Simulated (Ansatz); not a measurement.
# CuB3Os: one candidate structure

Aim: relax CuB3Os from this start, rhombohedral perovskite type (R-3c, No. 167), and see where it ends.

Method: DFT PBE, scalar-relativistic, plane waves, PAW, in Ansatz 0.2.0.

1 further run of the same task is left out (it didn't finish).

### Step 1. Starting point

Symmetry: R-3c, No. 167, trigonal system. Conventional cell: a = 4.688 Å, b = 4.688 Å, c = 11.457 Å, α = 90.00°, β = 90.00°, γ = 120.00°. Cu (site symmetry -3) is surrounded by 6 B at 1.66 Å. Around B (site symmetry 2) lie 2 Cu at 1.66 Å and 4 Os at 2.23 to 2.46 Å. Os (site symmetry 32) is surrounded by 12 B at 2.23 to 2.46 Å.

Coordinates:

```cif
data_structure
_symmetry_space_group_name_H-M 'R-3c:H'
_symmetry_Int_Tables_number 167
_cell_length_a 4.6877
_cell_length_b 4.6877
_cell_length_c 11.4569
_cell_angle_alpha 90.000
_cell_angle_beta 90.000
_cell_angle_gamma 120.000
_cell_volume 218.03
loop_
_atom_site_label
_atom_site_type_symbol
_atom_site_symmetry_multiplicity
_atom_site_Wyckoff_symbol
_atom_site_fract_x
_atom_site_fract_y
_atom_site_fract_z
_atom_site_occupancy
Cu1 Cu 6 b 0.33333 0.66667 0.16667 1
B1 B 18 e 0.14167 0.33333 0.08333 1
Os1 Os 6 a 0.33333 0.66667 0.41667 1
```

(A quick probe on a coarse mesh, which set the mesh and smearing, is not shown.)

### Step 3. Rough relaxation on the coarse mesh

The input, input.yaml:

```yaml
crystal:
  lattice:
    - [2.3438552011, 1.3532254313, 3.8189680516]
    - [-2.3438552011, 1.3532254313, 3.8189680516]
    - [0.0, -2.7064508626, 3.8189680516]
  atoms:
    - { symbol: Cu, position: [0.5, 0.5, 0.5] }
    - { symbol: Cu, position: [0.0, 0.0, 0.0] }
    - { symbol: B, position: [0.225, 0.275, 0.75] }
    - { symbol: B, position: [0.275, 0.75, 0.225] }
    - { symbol: B, position: [0.775, 0.725, 0.25] }
    - { symbol: B, position: [0.25, 0.775, 0.725] }
    - { symbol: B, position: [0.725, 0.25, 0.775] }
    - { symbol: B, position: [0.75, 0.225, 0.275] }
    - { symbol: Os, position: [0.75, 0.75, 0.75] }
    - { symbol: Os, position: [0.25, 0.25, 0.25] }
basis:
  ecutwfc: 420
kpoints:
  mp_grid: { grid: [6, 6, 6] }
hamiltonian:
  xc: pbe
scf:
  occupations: { method: gaussian, width: 0.1 }
  lower_state_search: "off"
output:
  forces: true
  stress: true
  eigenvalues: true
relax:
  adjacent_minimum: "off"
  f_tol: 0.04
  max_steps: 70
  cell: { stress_tol: 0.4 }
```

Run with:

```console
ansatz run input.yaml --threads 1 --pin off --max-ram 2560MiB --backend cpu --events-out ev --progress --plain --runs-dir out
```

The session goes on with these runs: full relaxation.

Before running it: what results should come out?

The runs gave:

Formation energies count from the elements, computed with the same settings in runs not shown here.

```
                          quantity                                                                        value
               cell (conventional)  a = 5.822 Å, b = 5.822 Å, c = 10.077 Å, α = 90.00°, β = 90.00°, γ = 120.00°
                       space group                                                               R-3c (No. 167)
                            volume                                                                 9.86 Å³/atom
                   gap on the mesh                                                                 none (metal)
formation energy from the elements                                                               +0.784 eV/atom
```

The space group stayed R-3c, and from the first guess the volume went from 7.27 to 9.86 Å³/atom. The formation energy of +0.78 eV/atom is positive, so the elements lie lower than this structure; another structure of the compound can lie lower. Spin-orbit coupling is left out for Os.
